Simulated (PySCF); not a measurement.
# CH5NSn (SMILES [H]/N=[CH]/[SnH3]): levels of theory compared

Aim: a comparison of 6 runs (HF/STO-3G, HF/def2-SVP, BP86/STO-3G, SVWN5/def2-SVP, TPSSh/def2-SVPD, TPSS/def2-TZVP) of CH5NSn. 

The calculation is run with PySCF 2.14.0.

## Step 1: The system as given

The species is CH5NSn (8 atoms), meant as a singlet with charge 0. SMILES: `[H]/N=[CH]/[SnH3]`. Geometry: relaxed at PBE0-D4/def2-TZVP.

Bond lengths: N1–C2 1.265 Å, C2–Sn3 2.158 Å, N1–H4 1.024 Å, C2–H5 1.101 Å, Sn3–H6 1.700 Å, Sn3–H7 1.709 Å, Sn3–H8 1.709 Å. Angles: N1–C2–Sn3 118.6°, N1–C2–H5 122.5°, Sn3–C2–H5 118.9°, C2–N1–H4 111.7°, C2–Sn3–H6 108.6°, C2–Sn3–H7 109.2°, C2–Sn3–H8 109.2°, H6–Sn3–H7 110.8°, H6–Sn3–H8 110.8°, H7–Sn3–H8 108.3°.

## Step 2: Energy and gradient at HF/STO-3G (run 1)

job.py

```python
import pyscf.grad
from pyscf import gto

mol = gto.M(
    atom=[
    ('N', (-1.283900, 0.969700, -0.850700)),
    ('C', (-0.461800, 0.008800, -0.832800)),
    ('Sn', (0.756200, -0.274900, 0.925600)),
    ('H', (-1.804200, 1.006400, -1.731800)),
    ('H', (-0.344400, -0.685900, -1.678600)),
    ('H', (0.349700, 0.917900, 2.066200)),
    ('H', (2.404800, -0.160500, 0.490100)),
    ('H', (0.475500, -1.838400, 1.556200)),
],
    verbose=4,
    basis='sto-3g',
    max_memory=1860,
)

calc0 = mol.RHF()
calc0.conv_tol = 1e-10
calc0.kernel()
if not calc0.converged:
    calc0 = calc0.newton().run(calc0.mo_coeff, calc0.mo_occ)

e_tot = calc0.e_tot
print('E = %.10f Eh' % e_tot)
grad = calc0.Gradients().kernel()
dip = calc0.dip_moment()
pop, q = calc0.mulliken_pop()
```

Command:

```
$ OMP_NUM_THREADS=1 python job.py
```

The log of the run:

```text
PySCF version 2.14.0

[... 60 lines left out ...]
converged SCF energy = -6057.30422764168
[... 12 lines left out ...]
Dipole moment(X, Y, Z, Debye):  0.70493, -1.29796, -0.70433
[... 51 lines left out ...]
charge of    7H =     -0.18371
```

Run time: 7.8 s. Hardware: 1 thread of Intel Xeon at 2.50GHz (Skylake/Cascade Lake), shared host; peak memory 0.12 GiB.

## Step 3: Energy and forces at HF/def2-SVP (core potential) (run 2)

input.py

```python
import pyscf.grad
from pyscf import gto, scf

mol = gto.Mole()
mol.atom = '''
N       -1.283900       0.969700      -0.850700
C       -0.461800       0.008800      -0.832800
Sn       0.756200      -0.274900       0.925600
H       -1.804200       1.006400      -1.731800
H       -0.344400      -0.685900      -1.678600
H        0.349700       0.917900       2.066200
H        2.404800      -0.160500       0.490100
H        0.475500      -1.838400       1.556200
'''
mol.spin = 0
mol.charge = 0
mol.verbose = 4
mol.basis = 'def2-svp'
mol.ecp = {'Sn': 'def2-svp'}
mol.max_memory = 1860
mol.build()

hf = scf.RHF(mol)
hf.conv_tol = 1e-10
hf.kernel()
if not hf.converged:
    hf = hf.newton().run(hf.mo_coeff, hf.mo_occ)

e_tot = hf.e_tot
print('E = %.10f Eh' % e_tot)
grad = hf.Gradients().kernel()
hf.analyze()
```

Command:

```
$ OMP_NUM_THREADS=1 python input.py
```

The log of the run:

```text
PySCF version 2.14.0

[... 89 lines left out ...]
MO #2   energy= -11.281938459394   occ= 2
[... 10 lines left out ...]
MO #13  energy= -0.806192364156169 occ= 2
[... 10 lines left out ...]
MO #24  energy= 0.186392171546822  occ= 0
[... 10 lines left out ...]
MO #35  energy= 0.592364474239744  occ= 0
[... 10 lines left out ...]
MO #46  energy= 1.00318222473741   occ= 0
[... 10 lines left out ...]
MO #57  energy= 1.87361927734367   occ= 0
[... 10 lines left out ...]
MO #68  energy= 2.45167742393811   occ= 0
[... 10 lines left out ...]
MO #79  energy= 52.4226822414838   occ= 0
[... 90 lines left out ...]
Dipole moment(X, Y, Z, Debye):  0.28656, -1.24778, -1.37964
```

Run time: 16 s. Hardware: 1 thread of Intel Xeon at 2.50GHz (Skylake/Cascade Lake), shared host; peak memory 0.16 GiB.

Runs 3 to 5 aren't shown in full; the table further down has their settings and results.

## Step 4: Energy and gradient at TPSS/def2-TZVP (core potential) (run 6)

calc.py

```python
import pyscf.grad
from pyscf import gto, dft

mol = gto.Mole()
mol.atom = [
    ('N', (-1.283900, 0.969700, -0.850700)),
    ('C', (-0.461800, 0.008800, -0.832800)),
    ('Sn', (0.756200, -0.274900, 0.925600)),
    ('H', (-1.804200, 1.006400, -1.731800)),
    ('H', (-0.344400, -0.685900, -1.678600)),
    ('H', (0.349700, 0.917900, 2.066200)),
    ('H', (2.404800, -0.160500, 0.490100)),
    ('H', (0.475500, -1.838400, 1.556200)),
]
mol.max_memory = 1860
mol.charge = 0
mol.ecp = {'Sn': 'def2-svp'}
mol.spin = 0
mol.verbose = 4
mol.basis = 'def2-tzvp'
mol.build()

mf = dft.RKS(mol, xc='tpss')
mf.conv_tol = 1e-10
mf.grids.level = 5
mf.kernel()
if not mf.converged:
    mf = mf.newton().run(mf.mo_coeff, mf.mo_occ)

energy = mf.e_tot
print('Final energy', energy)
grad = mf.Gradients().kernel()
mf.analyze()
```

Command:

```
$ OMP_NUM_THREADS=1 python calc.py
```

The log of the run:

```text
PySCF version 2.14.0

[... 102 lines left out ...]
Two-electron Coulomb Energy =          347.773822825696584
[... 19 lines left out ...]
MO #17  energy= -0.318487335365559 occ= 2
[... 17 lines left out ...]
MO #35  energy= 0.237155831919997  occ= 0
[... 17 lines left out ...]
MO #53  energy= 0.662958749132695  occ= 0
[... 17 lines left out ...]
MO #71  energy= 1.188896753817     occ= 0
[... 17 lines left out ...]
MO #89  energy= 2.00356946133924   occ= 0
[... 17 lines left out ...]
MO #107 energy= 2.76864375068434   occ= 0
[... 17 lines left out ...]
MO #125 energy= 4.44764499445894   occ= 0
[... 18 lines left out ...]
WARN: Weak orthogonality for localized orbitals 2.139726531962712e-09
[... 154 lines left out ...]
Dipole moment(X, Y, Z, Debye):  0.17317, -1.09051, -1.34711
```

Wall time 2.8 min (1 thread of Intel Xeon at 2.50GHz (Skylake/Cascade Lake), shared host); peak memory 1.6 GiB.

## Step 5: All runs side by side

```
run                             level  core potential  integration grid   energy (Eh)  dipole moment (D)  HOMO energy (eV)  LUMO energy (eV)  wall time
  1                         HF/STO-3G               –                 –  -6057.304228               1.64             -7.96              8.34      7.8 s
  2      HF/def2-SVP (core potential)        def2-svp                 –   -308.432369               1.88            -10.29              3.34       16 s
  3                       BP86/STO-3G               –                 5  -6060.364885               1.49             -2.70              1.66       25 s
  4   SVWN5/def2-SVP (core potential)        def2-svp                 5   -308.841011               1.73             -5.58             -1.86       30 s
  5  TPSSh/def2-SVPD (core potential)        def2-svp                 5   -309.964904               1.75             -6.48             -1.37    1.8 min
  6   TPSS/def2-TZVP (core potential)        def2-svp                 5   -310.072324               1.74             -5.93             -1.72    2.8 min
```

## Step 6: Results

| quantity | value |
| --- | --- |
| run 6: total energy | -310.07232 Eh |
| run 6: dipole moment | 1.74 D |
| run 6: HOMO energy | -5.93 eV |
| run 6: LUMO energy | -1.72 eV |
| run 6: HOMO–LUMO gap | 4.21 eV |
| run 6: largest force on an atom | 0.683 eV/Å |

**Reading.** The dipole moment (its size) runs from 1.49 D (BP86/STO-3G) to 1.88 D (HF/def2-SVP). The two ends differ in method and basis and core potential. The HOMO–LUMO gap runs from 3.71 eV (SVWN5/def2-SVP) to 16.30 eV (HF/STO-3G). Totals of different functionals can't be ranked against each other. Some runs of one species differ in core potentials or relativity; totals across that change don't compare. In runs 1, 3 the basis is minimal, so the values are rough. In runs 1, 3 relativity is left out where basis or elements ask for it. All runs together took 5.9 min, the longest 2.8 min.
